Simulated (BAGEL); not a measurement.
**doublet C2H4AlF+: levels of theory compared**

We compute a comparison of 4 runs (ROHF/6-31G*, UHF/6-31G*, ROHF/cc-pVDZ, UHF/cc-pVDZ) of doublet C2H4AlF+. 

Program for the calculation: BAGEL 1.2.2.

4 further runs of the same task are left out: 4 set aside as unsound or not needed.

## Step 1: The molecule

The species is C2H4AlF+ (8 atoms), meant as a doublet with charge +1. SMILES of the parent species: `C=[CH][AlH][F]`. The coordinates come from a PBE0-D4/def2-TZVP relaxation. That shape belongs to the parent species and isn't relaxed for this state.

Bond lengths: C1–C2 1.336 Å, C2–Al3 1.926 Å, Al3–F4 1.652 Å, C1–H5 1.089 Å, C1–H6 1.089 Å, C2–H7 1.089 Å, Al3–H8 1.578 Å. Angles: C1–C2–Al3 117.9°, C2–Al3–F4 120.4°, C1–C2–H7 117.5°, Al3–C2–H7 124.6°, C2–C1–H5 121.9°, C2–C1–H6 123.0°, C2–Al3–H8 121.7°, F4–Al3–H8 117.9°, H5–C1–H6 115.1°.

## Step 2: The energy at ROHF/6-31G(d) (density fitting with qzvpp-jkfit, spherical functions) (run 1)

input.json

```json
{ "bagel" : [

{
  "title" : "molecule",
  "basis" : "6-31gs.json",
  "df_basis" : "qzvpp-jkfit",
  "angstrom" : true,
  "geometry" : [
    { "atom" : "C", "xyz" : [       0.611900,       1.238300,      -0.082900 ] },
    { "atom" : "C", "xyz" : [      -0.207300,       0.389100,       0.543300 ] },
    { "atom" : "Al", "xyz" : [      -0.435800,      -1.365900,      -0.215900 ] },
    { "atom" : "F", "xyz" : [      -1.430800,      -2.467800,       0.507700 ] },
    { "atom" : "H", "xyz" : [       1.139800,       0.961500,      -0.994300 ] },
    { "atom" : "H", "xyz" : [       0.802500,       2.249300,       0.272800 ] },
    { "atom" : "H", "xyz" : [      -0.698800,       0.740100,       1.449200 ] },
    { "atom" : "H", "xyz" : [       0.310600,      -1.801800,      -1.535700 ] }
  ]
},

{ "title" : "rohf", "charge" : 1, "nopen" : 1 },

{ "title" : "print", "file" : "orbitals.molden", "orbitals" : true }

]}
```

The basis set 6-31G* is read from a file made from the Basis Set Exchange's data (not shown).

The run is started by

```sh
$ BAGEL_NUM_THREADS=1 BAGEL input.json > input.out
```

Output:

```text
* using 1 threads per process

  ===============================================================
  ===============================================================

  *** Geometry ***

  { "atom" : "C", "xyz" : [      1.156323,      2.340048,     -0.156658 ] },
  { "atom" : "C", "xyz" : [     -0.391740,      0.735292,      1.026688 ] },
  { "atom" : "Al", "xyz" : [     -0.823543,     -2.581177,     -0.407992 ] },
[... 4 lines of this table left out ...]
  { "atom" : "H", "xyz" : [      0.586949,     -3.404909,     -2.902052 ] },

  Number of auxiliary basis functions:      427

  Since a DF basis is specified, we compute 2- and 3-index integrals:
    o Being stored without compression. Storage requirement is 0.016 GB

  Number of basis functions:       68
  Number of electrons      :       38

    * METHOD: MOLECULE                             0.14

  *** Open-shell HF ***

  === Nuclear Repulsion ===
   136.2234026908

      * DIIS with orbital gradients will be used.

  === ROHF iteration (6-31gs.json) ===
      0       -418.87050735          0.04345473           0.07
      1       -418.99365998          0.02900437           0.07
      2       -419.03786974          0.01887985           0.07
[... 28 lines of this table left out ...]
     31       -419.07393300          0.00000001           0.07
    * SCF iteration converged.

    * S^2 (ROHF) is 0.7500

    * Permanent dipole moment:
           (   -1.173980,    -2.173191,     0.314355) a.u.

    * METHOD: ROHF                                 2.23

    * METHOD: PRINT                                0.01

  ===============================================================
```

It took 2.5 s on 1 thread of Arm Neoverse V2, shared host.

## Step 3: The energy at UHF/6-31G(d) (density fitting with qzvpp-jkfit, spherical functions) (run 2)

Changes to input.json since step 2:

```diff
@@ -19,3 +19,3 @@
 
-{ "title" : "rohf", "charge" : 1, "nopen" : 1 },
+{ "title" : "uhf", "charge" : 1, "nopen" : 1 },
```

The basis set 6-31G* is read from a file made from the Basis Set Exchange's data (not shown).

The run is started by

```sh
$ BAGEL_NUM_THREADS=1 BAGEL input.json > input.out
```

Output:

```text
* using 1 threads per process

  ===============================================================
  ===============================================================

  *** Geometry ***

  { "atom" : "C", "xyz" : [      1.156323,      2.340048,     -0.156658 ] },
  { "atom" : "C", "xyz" : [     -0.391740,      0.735292,      1.026688 ] },
  { "atom" : "Al", "xyz" : [     -0.823543,     -2.581177,     -0.407992 ] },
[... 4 lines of this table left out ...]
  { "atom" : "H", "xyz" : [      0.586949,     -3.404909,     -2.902052 ] },

  Number of auxiliary basis functions:      427

  Since a DF basis is specified, we compute 2- and 3-index integrals:
    o Being stored without compression. Storage requirement is 0.016 GB

  Number of basis functions:       68
  Number of electrons      :       38

    * METHOD: MOLECULE                             0.14

  *** Open-shell HF ***

  === Nuclear Repulsion ===
   136.2234026908

      * DIIS with orbital gradients will be used.

  === UHF iteration (6-31gs.json) ===
      0       -418.87050735          0.04345473           0.06
      1       -419.00032810          0.02899217           0.06
      2       -419.04545046          0.01883479           0.06
[... 38 lines of this table left out ...]
     41       -419.08230032          0.00000001           0.07
    * SCF iteration converged.

    * S^2 (UHF) is 0.9313

    * Permanent dipole moment:
           (   -1.135554,    -1.969679,     0.388414) a.u.

    * METHOD: UHF                                  2.84

    * METHOD: PRINT                                0.01

  ===============================================================
```

Wall time 3.3 s (1 thread of Arm Neoverse V2, shared host).

Run 3 isn't shown in full; the table further down has it.

## Step 4: A single-point energy at UHF/cc-pVDZ (density fitting with qzvpp-jkfit) (run 4)

input.json

```json
{ "bagel": [

{
  "title": "molecule",
  "basis": "cc-pvdz.json",
  "df_basis": "qzvpp-jkfit",
  "angstrom": "true",
  "geometry": [
    { "atom": "C", "xyz": [    0.611900,    1.238300,   -0.082900 ] },
    { "atom": "C", "xyz": [   -0.207300,    0.389100,    0.543300 ] },
    { "atom": "Al", "xyz": [   -0.435800,   -1.365900,   -0.215900 ] },
    { "atom": "F", "xyz": [   -1.430800,   -2.467800,    0.507700 ] },
    { "atom": "H", "xyz": [    1.139800,    0.961500,   -0.994300 ] },
    { "atom": "H", "xyz": [    0.802500,    2.249300,    0.272800 ] },
    { "atom": "H", "xyz": [   -0.698800,    0.740100,    1.449200 ] },
    { "atom": "H", "xyz": [    0.310600,   -1.801800,   -1.535700 ] }
  ]
},
{ "title": "uhf", "charge": 1, "nopen": 1 },
{ "title": "print", "file": "orbitals.molden", "orbitals": "true" }

]}
```

The basis set cc-pVDZ is read from a file made from the Basis Set Exchange's data (not shown).

The run is started by

```sh
$ BAGEL_NUM_THREADS=1 BAGEL input.json > input.out
```

Output:

```text
* using 1 threads per process

  ===============================================================
  ===============================================================

  *** Geometry ***

  { "atom" : "C", "xyz" : [      1.156323,      2.340048,     -0.156658 ] },
  { "atom" : "C", "xyz" : [     -0.391740,      0.735292,      1.026688 ] },
  { "atom" : "Al", "xyz" : [     -0.823543,     -2.581177,     -0.407992 ] },
[... 4 lines of this table left out ...]
  { "atom" : "H", "xyz" : [      0.586949,     -3.404909,     -2.902052 ] },

  Number of auxiliary basis functions:      427

  Since a DF basis is specified, we compute 2- and 3-index integrals:
    o Being stored without compression. Storage requirement is 0.022 GB

  Number of basis functions:       80
  Number of electrons      :       38

    * METHOD: MOLECULE                             0.15

  *** Open-shell HF ***

  === Nuclear Repulsion ===
   136.2234026908

      * DIIS with orbital gradients will be used.

  === UHF iteration (cc-pvdz.json) ===
      0       -418.87382767          0.03089306           0.08
      1       -419.01164645          0.02069120           0.08
      2       -419.05965318          0.01297652           0.08
[... 40 lines of this table left out ...]
     43       -419.10068596          0.00000001           0.08
    * SCF iteration converged.

    * S^2 (UHF) is 0.9215

    * Permanent dipole moment:
           (   -1.204316,    -2.015778,     0.458001) a.u.

    * METHOD: UHF                                  3.69

    * METHOD: PRINT                                0.01

  ===============================================================
```

It took 4.2 s on 1 thread of Arm Neoverse V2, shared host.

## Step 5: All runs side by side

| run | level | energy (Eh) | ⟨S²⟩ | wall time |
| --- | --- | --- | --- | --- |
| 1 | ROHF/6-31G* (density fitting with qzvpp-jkfit, spherical functions) | -419.073933 | 0.750 | 2.5 s |
| 2 | UHF/6-31G* (density fitting with qzvpp-jkfit, spherical functions) | -419.082300 | 0.931 | 3.3 s |
| 3 | ROHF/cc-pVDZ (density fitting with qzvpp-jkfit) | -419.092122 | 0.750 | 3.9 s |
| 4 | UHF/cc-pVDZ (density fitting with qzvpp-jkfit) | -419.100686 | 0.921 | 4.2 s |

## Step 6: Summary of results

| quantity | value |
| --- | --- |
| run 4: total energy | -419.10069 Eh |
| run 4: ⟨S²⟩ | 0.921 |

What this shows: Spin contamination of the reference: run 2 ⟨S²⟩ = 0.93, run 4 ⟨S²⟩ = 0.92. All runs together took 14 s, the longest 4.2 s.
